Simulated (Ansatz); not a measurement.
# B2FH3OSi: basis-set convergence

The task here is to estimate one member of a computed series from the others.

Program: Ansatz 0.2.0, Gaussian basis. Level of theory: one geometry, several basis sets. These are calculated values, not measurements.

Levels to be run: PBE0-D4/def2-SVP; ωB97M-V/def2-SVP; PBE0-D4/def2-QZVPP; ωB97M-V/def2-QZVPP; the functionals' def2-TZVPP values are taken from earlier runs.

## The geometry

An earlier PBE0-D4 in a triple-zeta def2 set relaxation fixed the geometry.

SMILES `FB1BO[SiH2]1`, 8 atoms, charge 0, spin multiplicity 1.

Atoms are counted from 1 here; the program's logs count them from 0.

Bond lengths: F1–B2 1.306 Å, B2–B3 1.746 Å, B2–Si5 2.041 Å, B3–O4 1.365 Å, B3–H6 1.197 Å, O4–Si5 1.721 Å, Si5–H7 1.489 Å, Si5–H8 1.489 Å. Angles: F1–B2–B3 139.6°, F1–B2–Si5 140.7°, B3–B2–Si5 79.7°, B2–B3–O4 98.8°, B2–B3–H6 140.6°, O4–B3–H6 120.6°, B3–O4–Si5 103.7°, B2–Si5–O4 77.8°, B2–Si5–H7 123.0°, B2–Si5–H8 123.0°, O4–Si5–H7 109.4°, O4–Si5–H8 109.4°, H7–Si5–H8 108.0°.

As a file:

```
F    -0.6346   -0.9121    2.2356
B    -0.2292   -0.3672    1.1199
B     0.8486    0.8909    0.5685
O     0.6444    0.7667   -0.7759
Si   -0.4996   -0.5130   -0.8974
H     1.6073    1.7123    0.9968
H    -1.7221   -0.0189   -1.5887
H     0.0773   -1.6157   -1.7146
```

The first run:

Input file in.yaml:

```yaml
crystal:
  periodic: [false, false, false]
  atoms:
    - {symbol: F, position_ang: [-0.634572, -0.912059, 2.235563]}
    - {symbol: B, position_ang: [-0.229184, -0.367207, 1.119906]}
    - {symbol: B, position_ang: [0.848609, 0.890922, 0.568507]}
    - {symbol: O, position_ang: [0.644439, 0.766743, -0.775904]}
    - {symbol: Si, position_ang: [-0.499608, -0.512992, -0.897421]}
    - {symbol: H, position_ang: [1.607310, 1.712252, 0.996766]}
    - {symbol: H, position_ang: [-1.722136, -0.018941, -1.588749]}
    - {symbol: H, position_ang: [0.077344, -1.615718, -1.714568]}
basis:
  gaussian: {orbitals: def2-SVP}
hamiltonian: {xc: pbe0, dispersion: d4}
output: {orbitals: {seedname: orbitals}}
```

On the command line:

```bash
ansatz run in.yaml --threads 2 --pin off --events-out ev --progress --plain --max-ram 4352MiB
```

Among the steps run: PBE0-D4 in def2-SVP; ωB97M-V in def2-SVP; PBE0-D4 in def2-QZVPP; ωB97M-V in def2-QZVPP.

One table of the session follows, with a row left open; its other results are not shown here.

It belongs to the step «Functionals by basis». 

```
functional       basis  HOMO (eV)  LUMO (eV)
   PBE0-D4    def2-SVP      -7.05      -2.65
   PBE0-D4  def2-TZVPP      -7.05      -2.74
   PBE0-D4  def2-QZVPP      -7.05      -2.76
   ωB97M-V    def2-SVP      -9.11      -0.46
   ωB97M-V  def2-TZVPP          ?          ?
   ωB97M-V  def2-QZVPP      -9.15      -0.67
```

Estimate the missing values for ωB97M-V, def2-TZVPP.

**Answer.** HOMO (eV): -9.14; LUMO (eV): -0.63. In the column «HOMO (eV)» it lies between ωB97M-V, def2-QZVPP (-9.15) and ωB97M-V, def2-SVP (-9.11).
